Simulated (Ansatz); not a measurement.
# FHSSn: the cost of one run

Program: Ansatz 0.2.0 through its Python package. Level of theory: B3LYP+D4/def2-SVP. These are calculated values, not measurements.

## (1) The system

Bond lengths: F1–Sn2 1.917 Å, Sn2–S3 2.402 Å, S3–H4 1.396 Å. Angles: F1–Sn2–S3 107.9°, Sn2–S3–H4 94.9°.

No structure file is read: the coordinates are typed or built in the script.

## (2) The code

File run_pa.py:

```python
"""Proton affinity of FHSSn at one site."""

import warnings

import ansatz as az
import numpy as np

SETTINGS = {
    "basis": "def2-SVP",
    "xc": "b3lyp",
    "vdw": "d4",
    "net_charge": 1,
    "force_tol": 0.01,
}

GEOMETRY = """
F    -2.04090   -0.14700    0.28890
Sn   -0.47920    0.81390    0.84690
S     1.28570    0.32280   -0.70590
H     1.28990   -1.05000   -0.45020
"""


def main() -> None:
    warnings.simplefilter("ignore", az.DeckWarning)

    geometry = az.Crystal.molecule()
    for line in GEOMETRY.strip().splitlines():
        symbol, *xyz = line.split()
        geometry = geometry.atom(symbol, [float(v) for v in xyz])

    calc = (
        geometry.calculation()
        .basis(gaussian=SETTINGS["basis"])
        .functional(SETTINGS["xc"], dispersion=SETTINGS["vdw"])
        .scf(lower_state_search="standard")
    )
    symbols = [site.symbol for site in geometry.cartesian_sites]
    start = np.array([site.position_ang for site in geometry.cartesian_sites], dtype=float)
    data = calc.relax(force_tolerance=0.01).run(threads=1, backend="cpu").report
    end = np.array(data["positions_ang"])

    # start the new hydrogen opposite the existing bonds
    away = sum((end[2] - end[j]) / np.linalg.norm(end[2] - end[j]) for j in [1, 3]) + np.array([0.15, 0.1, -0.2])
    proton = end[2] + 1.4 * away / np.linalg.norm(away)
    acid = az.Crystal.molecule()
    for symbol, place in zip(symbols, end):
        acid = acid.atom(symbol, place.tolist())
    acid = acid.atom("H", proton.tolist())
    protonated = (
        acid.calculation()
        .basis(gaussian=SETTINGS["basis"])
        .functional(SETTINGS["xc"], dispersion=SETTINGS["vdw"])
        .scf(lower_state_search="standard")
        .charge(SETTINGS["net_charge"])
        .relax(force_tolerance=SETTINGS["force_tol"], max_steps=80)
    )
    after = protonated.run(threads=1, backend="cpu").report
    xyz = np.array(after["positions_ang"])
    reach = np.linalg.norm(xyz[:-1] - xyz[-1], axis=1)
    print(f"base {data['free_energy_ev']:.5f} eV, protonated {after['free_energy_ev']:.5f} eV")
    print(f"the proton ends {reach.min():.3f} A from {symbols[reach.argmin()]}{reach.argmin()}")
    print(f"electronic proton affinity {96.485332 * (data['free_energy_ev'] - after['free_energy_ev']):.1f} kJ/mol")


if __name__ == "__main__":
    main()
```

## (3) The calls as engine input

The package turns the script's settings into the engine's input (first run):

```yaml
crystal:
  periodic: [false, false, false]
  atoms:
    - { symbol: F, position_ang: [-2.0409, -0.147, 0.2889] }
    - { symbol: Sn, position_ang: [-0.4792, 0.8139, 0.8469] }
    - { symbol: S, position_ang: [1.2857, 0.3228, -0.7059] }
    - { symbol: H, position_ang: [1.2899, -1.05, -0.4502] }
basis:
  gaussian:
    orbitals: def2-SVP
hamiltonian:
  xc: b3lyp
  dispersion: d4
scf:
  lower_state_search: standard
relax:
  f_tol: 0.01
```

## (4) The run

Launch:

```bash
$ python run_pa.py
```

**Question.** How long does this script take on 1 thread of Arm Neoverse V1, shared host, and how much memory does it need?

About 78 s, with a peak of 0.21 GiB.
